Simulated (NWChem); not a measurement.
**CH6GeSe (SMILES [CH3][GeH2][SeH]) at 4 levels**

Wanted: a comparison of 4 runs (HF/STO-3G, HF/3-21G, B3LYP/6-31G*) of CH6GeSe. 

The results are computed with NWChem 7.3.0.

## 1. The molecule

CH6GeSe: 9 atoms, total charge 0, spin state singlet. SMILES: `[CH3][GeH2][SeH]`. Geometry: relaxed at PBE0-D4/def2-TZVP. This is one conformer, not always the lowest.

Bond lengths: C1–Ge2 1.949 Å, Ge2–Se3 2.363 Å, C1–H4 1.090 Å, C1–H5 1.090 Å, C1–H6 1.092 Å, Ge2–H7 1.538 Å, Ge2–H8 1.540 Å, Se3–H9 1.469 Å. Some angles: C1–Ge2–Se3 110.8°, C1–Ge2–H7 111.8°, C1–Ge2–H8 111.0°, Se3–Ge2–H7 103.9°, Se3–Ge2–H8 109.3°, Ge2–C1–H4 110.1°, Ge2–C1–H5 109.8°, Ge2–C1–H6 110.1°, Ge2–Se3–H9 92.9°, H7–Ge2–H8 109.8°.

## 2. Energy and forces at HF/STO-3G (run 1)

input.nw reads:

```
echo
start input
title "CH6GeSe"
memory stack 880 mb heap 220 mb global 1100 mb
geometry units angstroms noautosym nocenter noautoz
C       -0.889600       0.553700      -0.701200
Ge       0.725100      -0.410300      -0.190600
Se       1.291400       0.035400       2.060200
H       -1.730800       0.224800      -0.090200
H       -0.743100       1.623400      -0.551700
H       -1.122300       0.366000      -1.751100
H        1.951900       0.071700      -0.982700
H        0.545300      -1.927600      -0.379300
H        0.060500      -0.583200       2.569500
end
basis spherical bse
* library STO-3G
end
scf
thresh 1e-08
maxiter 80
end
task scf gradient
```

Started as:

```sh
$ nwchem input.nw > input.out
```

Output:

```text
[...]
  functions       =    47
[...]
  wavefunction    = RHF
[...]
         Total SCF energy =  -4466.260962136725
      One-electron energy =  -7111.822940832989
      Two-electron energy =   2219.562588828217
 Nuclear repulsion energy =    425.999389868046
        Time for solution =      6.5s
[...]
                         RHF ENERGY GRADIENTS
    atom               coordinates                        gradient
                 x          y          z           x          y          z
   1 C      -1.681100   1.046341  -1.325076   -0.014545   0.009685  -0.005008
   2 Ge      1.370240  -0.775355  -0.360182   -0.022828   0.013596   0.016267
   3 Se      2.440392   0.066896   3.893213    0.022102   0.012090   0.006793
   4 H      -3.270738   0.424810  -0.170453   -0.003607  -0.004507   0.006105
   5 H      -1.404255   3.067781  -1.042562    0.004432   0.006559   0.002778
   6 H      -2.120839   0.691640  -3.309099    0.000434  -0.003495  -0.008112
   7 H       3.688556   0.135493  -1.857034    0.033140   0.012689  -0.016966
   8 H       1.030468  -3.642636  -0.716773   -0.003567  -0.038547  -0.004668
   9 H       0.114328  -1.102088   4.855651   -0.015562  -0.008070   0.002813
[...]
```

Wall time 11 s (1 thread of Intel Xeon Platinum 8259CL at 2.50GHz (Skylake/Cascade Lake), shared host); peak memory 0.099 GiB.

## 3. Energy and gradient at HF/3-21G (run 2)

ch6gese.xyz reads:

```xyz
9
CH6GeSe
C     -0.889600     0.553700    -0.701200
Ge     0.725100    -0.410300    -0.190600
Se     1.291400     0.035400     2.060200
H     -1.730800     0.224800    -0.090200
H     -0.743100     1.623400    -0.551700
H     -1.122300     0.366000    -1.751100
H      1.951900     0.071700    -0.982700
H      0.545300    -1.927600    -0.379300
H      0.060500    -0.583200     2.569500
```

ch6gese.nw reads:

```
start ch6gese
title "CH6GeSe"
memory 2200 mb
charge 0
geometry noautosym nocenter noautoz
 load format xyz ch6gese.xyz
end
basis spherical bse
 C library 3-21G
 Ge library 3-21G
 Se library 3-21G
 H library 3-21G
end
scf
 nopen 0
 rhf
 thresh 1e-08
 maxiter 80
 print low
end
task scf gradient
```

Started as:

```sh
$ nwchem ch6gese.nw > ch6gese.out
```

Output:

```text
[...]
  functions       =    65
[...]
  wavefunction    = RHF
[...]
         Total SCF energy =  -4494.965977633617
      One-electron energy =  -7120.135657004703
      Two-electron energy =   2199.170289503040
 Nuclear repulsion energy =    425.999389868047
        Time for solution =      7.1s
[...]
                         RHF ENERGY GRADIENTS
    atom               coordinates                        gradient
                 x          y          z           x          y          z
   1 C      -1.681100   1.046341  -1.325076    0.002242  -0.000864   0.000556
   2 Ge      1.370240  -0.775355  -0.360182   -0.001826   0.004309   0.019585
   3 Se      2.440392   0.066896   3.893213   -0.002887  -0.002384  -0.016706
   4 H      -3.270738   0.424810  -0.170453   -0.002276  -0.002823   0.003914
   5 H      -1.404255   3.067781  -1.042562    0.002541   0.004606   0.001567
   6 H      -2.120839   0.691640  -3.309099    0.000404  -0.002098  -0.005036
   7 H       3.688556   0.135493  -1.857034    0.001096   0.000296   0.000407
   8 H       1.030468  -3.642636  -0.716773    0.000411  -0.000787   0.000132
   9 H       0.114328  -1.102088   4.855651    0.000294  -0.000255  -0.004418
 Task  times  cpu:       10.7s     wall:       10.7s
[...]
```

It took 11 s on 1 thread of Intel Xeon Platinum 8259CL at 2.50GHz (Skylake/Cascade Lake), shared host; peak memory 0.099 GiB.

Run 3 isn't shown in full; the table further down has it.

## 4. Energy and gradient at B3LYP/6-31G(d) (Cartesian functions) (run 4)

nw.xyz reads:

```xyz
9
CH6GeSe gradient
C     -0.889600     0.553700    -0.701200
Ge     0.725100    -0.410300    -0.190600
Se     1.291400     0.035400     2.060200
H     -1.730800     0.224800    -0.090200
H     -0.743100     1.623400    -0.551700
H     -1.122300     0.366000    -1.751100
H      1.951900     0.071700    -0.982700
H      0.545300    -1.927600    -0.379300
H      0.060500    -0.583200     2.569500
```

run.py reads:

```python
from ase.io import read
from ase.calculators.nwchem import NWChem

molecule = read('nw.xyz')

calc = NWChem(
    label='nw',
    theory='dft',
    memory='2200 mb',
    basis='6-31G*',
    dft={'xc': 'b3lyp', 'mult': '1', 'grid': 'fine', 'convergence': 'energy 1e-08', 'iterations': '100', 'mulliken': None},
)
molecule.calc = calc

forces = molecule.get_forces()
e = molecule.get_potential_energy()
print(f"E = {e:.6f} eV")
print("forces (eV/A):")
for s, f in zip(molecule.symbols, forces):
    print(f"{s:2s} {f[0]:10.5f} {f[1]:10.5f} {f[2]:10.5f}")
print("dipole (e A):", molecule.get_dipole_moment().round(4))
```

Started as:

```sh
$ export ASE_NWCHEM_COMMAND="nwchem PREFIX.nwi > PREFIX.nwo"
$ python run.py
```

Output:

```text
E = -122990.165004 eV
forces (eV/A):
C    -0.14393    0.08289   -0.06644
Ge    0.05065   -0.08639   -0.17468
Se    0.37656    0.19026    0.28663
H    -0.08978   -0.02525    0.04772
H     0.00190    0.09801    0.00489
H    -0.03168   -0.01208   -0.10655
H     0.10264    0.02453   -0.08145
H    -0.00699   -0.14203   -0.03651
H    -0.25942   -0.12989    0.12634
dipole (e A): [-0.319  -0.0238 -0.2751]
```

The calculator wrote nw.nwi:

```
title "nw"

permanent_dir nw

scratch_dir nw

start nw

geometry units angstrom nocenter noautosym noautoz
  C  -8.8959999999999995e-01 5.5369999999999997e-01 -7.0120000000000005e-01
  Ge 7.2509999999999997e-01 -4.1030000000000000e-01 -1.9059999999999999e-01
  Se 1.2914000000000001e+00 3.5400000000000001e-02 2.0602000000000000e+00
  H  -1.7307999999999999e+00 2.2480000000000000e-01 -9.0200000000000002e-02
  H  -7.4309999999999998e-01 1.6234000000000000e+00 -5.5169999999999997e-01
  H  -1.1223000000000001e+00 3.6599999999999999e-01 -1.7511000000000001e+00
  H  1.9519000000000000e+00 7.1700000000000000e-02 -9.8270000000000002e-01
  H  5.4530000000000001e-01 -1.9276000000000000e+00 -3.7930000000000003e-01
  H  6.0499999999999998e-02 -5.8320000000000005e-01 2.5695000000000001e+00
end

memory 2200 mb

basis noprint
   * library 6-31G*
end

dft
  xc b3lyp
  mult 1
  grid fine
  convergence energy 1e-08
  iterations 100
  mulliken
end

task dft gradient
```

nw.nwo:

```text
Northwest Computational Chemistry Package (NWChem) 7.3.0
             --------------------------------------------------------

           Job information
           ---------------

    nwchem branch   = 7.3.0
    use scalapack   = T
    input           = nw.nwi
    prefix          = nw.
    data base       = nw/nw.db
    status          = startup
    nproc           =        1

           Memory information
           ------------------

    heap     =     72089598 doubles =      550.0 Mbytes
    stack    =     72089595 doubles =      550.0 Mbytes
    global   =    144179200 doubles =     1100.0 Mbytes (distinct from heap & stack)
    total    =    288358393 doubles =     2200.0 Mbytes
    verify   = yes
    hardfail = no

           Directory information
           ---------------------

  0 permanent = nw
  0 scratch   = nw

                                NWChem Input Module
                                -------------------

                                        nw
                                        --

[... 96 lines left out ...]
  convergence criterion.
[... 17 lines left out ...]
          Convergence on gradient requested:  5.00D-04
[... 27 lines left out ...]
          Convergence aids based upon iterative change in
[... 28 lines left out ...]
 1-e energy   =   -7139.596190
[... 41 lines left out ...]
         Total DFT energy =    -4519.805234993453
[... 2 lines left out ...]
    Exchange-Corr. energy =     -173.856475053555
[... 752 lines left out ...]
          Convergence on energy requested:  1.00D-08
[... 25 lines left out ...]
          Spatial weights used:  Erf1
[... 4 lines left out ...]
          total energy or number of iterations.
[... 18 lines left out ...]
                            NWChem DFT Gradient Module
                            --------------------------

                                        nw

  charge          =   0.00
  wavefunction    = closed shell

                         DFT ENERGY GRADIENTS

    atom               coordinates                        gradient
                 x          y          z           x          y          z
   1 C      -1.681100   1.046341  -1.325076    0.002799  -0.001612   0.001292
   2 Ge      1.370240  -0.775355  -0.360182   -0.000985   0.001680   0.003397
   3 Se      2.440392   0.066896   3.893213   -0.007323  -0.003700  -0.005574
[... 5 lines of this table left out ...]
   9 H       0.114328  -1.102088   4.855651    0.005045   0.002526  -0.002457

                 ----------------------------------------
                 |  Time  |  1-e(secs)   |  2-e(secs)   |
                 ----------------------------------------
                 |  CPU   |       0.01   |      21.92   |
                 ----------------------------------------
                 |  WALL  |       0.01   |      21.92   |
                 ----------------------------------------

 Task  times  cpu:       70.2s     wall:       70.2s
 Total times  cpu:       70.3s     wall:       70.3s
```

It took 72 s on 1 thread of Intel Xeon Platinum 8259CL at 2.50GHz (Skylake/Cascade Lake), shared host; peak memory 0.13 GiB.

## 5. Overview of the runs

| run | level | iteration cap | module | energy (Eh) | dipole moment (D) | HOMO energy (eV) | LUMO energy (eV) | wall time |
| --- | --- | --- | --- | --- | --- | --- | --- | --- |
| 1 | HF/STO-3G | 80 | scf | -4466.260962 | 2.18 | -6.96 | 8.88 | 11 s |
| 2 | HF/3-21G | 80 | scf | -4494.965978 | – | – | – | 11 s |
| 3 | B3LYP/6-31G* (spherical functions) | 100 | dft | -4519.791898 | 2.04 | -6.36 | -0.06 | 70 s |
| 4 | B3LYP/6-31G* (Cartesian functions) | 100 | dft | -4519.805235 | 2.03 | -6.37 | -0.09 | 72 s |

## 6. Results

```
                       quantity           value
            run 4: total energy  -4519.80523 Eh
           run 4: dipole moment          2.03 D
             run 4: HOMO energy        -6.37 eV
             run 4: LUMO energy        -0.09 eV
           run 4: HOMO–LUMO gap         6.28 eV
run 4: largest force on an atom      0.510 eV/Å
```

In words: Over runs 1, 3, 4 the dipole moment (its size) runs from 2.03 D (B3LYP/6-31G*) to 2.18 D (HF/STO-3G). The two ends differ in method and basis. Over runs 1, 3, 4 the HOMO–LUMO gap runs from 6.28 eV (B3LYP/6-31G*) to 15.84 eV (HF/STO-3G). In run 1 the basis is minimal, so the values are rough. All runs together took 2.7 min, the longest 72 s.
